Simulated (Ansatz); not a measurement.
# HW12S23 (Tungstenite): the cost of one run

Program: Ansatz 0.2.0. Level of theory: DFT, PBE, plane-wave PAW, default files, scalar-relativistic, as far as a step names no other. These are calculated values, not measurements.

The COD entry's cell or inner coordinates are ideal or old and differ from later refinements, so a difference from it is no clean test against experiment.

## 1. The structure to begin with

The structure is triclinic, space group P1 (No. 1). The conventional cell has a = 6.360 Å, b = 8.413 Å, c = 12.500 Å, α = 90.00°, β = 90.00°, γ = 100.89°. W (site symmetry 1) has 6 S at 2.41 Å as nearest neighbours. Around W (site symmetry 1) lie 5 S at 2.41 Å and 1 H at 2.41 Å. Around W (site symmetry 1) lie 1 H at 2.41 Å and 5 S at 2.41 Å. Only part of the 36 independent sites is listed.

Structure file:

```
CELL_PARAMETERS angstrom
6.36000 0.00000 0.00000
-4.77000 8.26188 0.00000
0.00000 0.00000 12.50000
ATOMIC_POSITIONS crystal
W 0.16667 0.22222 0.25000
W 0.16667 0.55556 0.25000
W 0.16667 0.88889 0.25000
W 0.66667 0.22222 0.25000
W 0.66667 0.55556 0.25000
W 0.66667 0.88889 0.25000
W 0.33333 0.11111 0.75000
W 0.33333 0.44444 0.75000
W 0.33333 0.77778 0.75000
W 0.83333 0.11111 0.75000
W 0.83333 0.44444 0.75000
W 0.83333 0.77778 0.75000
H 0.16667 0.22222 0.62500
S 0.16667 0.55556 0.62500
S 0.16667 0.88889 0.62500
S 0.66667 0.22222 0.62500
S 0.66667 0.55556 0.62500
S 0.66667 0.88889 0.62500
S 0.33333 0.11111 0.12500
S 0.33333 0.44444 0.12500
S 0.33333 0.77778 0.12500
S 0.83333 0.11111 0.12500
S 0.83333 0.44444 0.12500
S 0.83333 0.77778 0.12500
S 0.16667 0.22222 0.87500
S 0.16667 0.55556 0.87500
S 0.16667 0.88889 0.87500
S 0.66667 0.22222 0.87500
S 0.66667 0.55556 0.87500
S 0.66667 0.88889 0.87500
S 0.33333 0.11111 0.37500
S 0.33333 0.44444 0.37500
S 0.33333 0.77778 0.37500
S 0.83333 0.11111 0.37500
S 0.83333 0.44444 0.37500
S 0.83333 0.77778 0.37500
```

Atom 13 of the input is the impurity.

## 2. Gradients at the starting positions

Input file input.yaml:

```yaml
crystal:
  lattice:
    - [6.36, 0.0, 0.0]
    - [-4.77, 8.261882352, 0.0]
    - [0.0, 0.0, 12.5]
  atoms:
    - { symbol: W, position: [0.1666666666, 0.2222222222, 0.25] }
    - { symbol: W, position: [0.1666666666, 0.5555555556, 0.25] }
    - { symbol: W, position: [0.1666666666, 0.8888888889, 0.25] }
    - { symbol: W, position: [0.6666666666, 0.2222222222, 0.25] }
    - { symbol: W, position: [0.6666666666, 0.5555555556, 0.25] }
    - { symbol: W, position: [0.6666666666, 0.8888888889, 0.25] }
    - { symbol: W, position: [0.3333333334, 0.1111111111, 0.75] }
    - { symbol: W, position: [0.3333333334, 0.4444444444, 0.75] }
    - { symbol: W, position: [0.3333333334, 0.7777777778, 0.75] }
    - { symbol: W, position: [0.8333333334, 0.1111111111, 0.75] }
    - { symbol: W, position: [0.8333333334, 0.4444444444, 0.75] }
    - { symbol: W, position: [0.8333333334, 0.7777777778, 0.75] }
    - { symbol: H, position: [0.1666666666, 0.2222222222, 0.625] }
    - { symbol: S, position: [0.1666666666, 0.5555555556, 0.625] }
    - { symbol: S, position: [0.1666666666, 0.8888888889, 0.625] }
    - { symbol: S, position: [0.6666666666, 0.2222222222, 0.625] }
    - { symbol: S, position: [0.6666666666, 0.5555555556, 0.625] }
    - { symbol: S, position: [0.6666666666, 0.8888888889, 0.625] }
    - { symbol: S, position: [0.3333333334, 0.1111111111, 0.125] }
    - { symbol: S, position: [0.3333333334, 0.4444444444, 0.125] }
    - { symbol: S, position: [0.3333333334, 0.7777777778, 0.125] }
    - { symbol: S, position: [0.8333333334, 0.1111111111, 0.125] }
    - { symbol: S, position: [0.8333333334, 0.4444444444, 0.125] }
    - { symbol: S, position: [0.8333333334, 0.7777777778, 0.125] }
    - { symbol: S, position: [0.1666666666, 0.2222222222, 0.875] }
    - { symbol: S, position: [0.1666666666, 0.5555555556, 0.875] }
    - { symbol: S, position: [0.1666666666, 0.8888888889, 0.875] }
    - { symbol: S, position: [0.6666666666, 0.2222222222, 0.875] }
    - { symbol: S, position: [0.6666666666, 0.5555555556, 0.875] }
    - { symbol: S, position: [0.6666666666, 0.8888888889, 0.875] }
    - { symbol: S, position: [0.3333333334, 0.1111111111, 0.375] }
    - { symbol: S, position: [0.3333333334, 0.4444444444, 0.375] }
    - { symbol: S, position: [0.3333333334, 0.7777777778, 0.375] }
    - { symbol: S, position: [0.8333333334, 0.1111111111, 0.375] }
    - { symbol: S, position: [0.8333333334, 0.4444444444, 0.375] }
    - { symbol: S, position: [0.8333333334, 0.7777777778, 0.375] }
total_charge: 1
kpoints:
  mp_grid: { grid: [4, 3, 2] }
scf:
  occupations: { method: fermi_dirac, width: 0.01 }
hamiltonian:
  xc: pbe
  pseudopotentials: { kind: paw }
output:
  forces: true
  stress: true
  populations: true
  efg:
    quadrupole_moments_barn: { H: 0.00285783, S: -0.0694 }
    contact_densities: true
```

Launch:

```
ansatz run input.yaml --threads 4 --pin off --max-ram 8192MiB --backend cpu --events-out ev --progress --plain --runs-dir out
```

What time and memory should one allow on 4 threads of Arm Neoverse V2, shared host?

About 83 s, with a peak of 3.1 GiB.
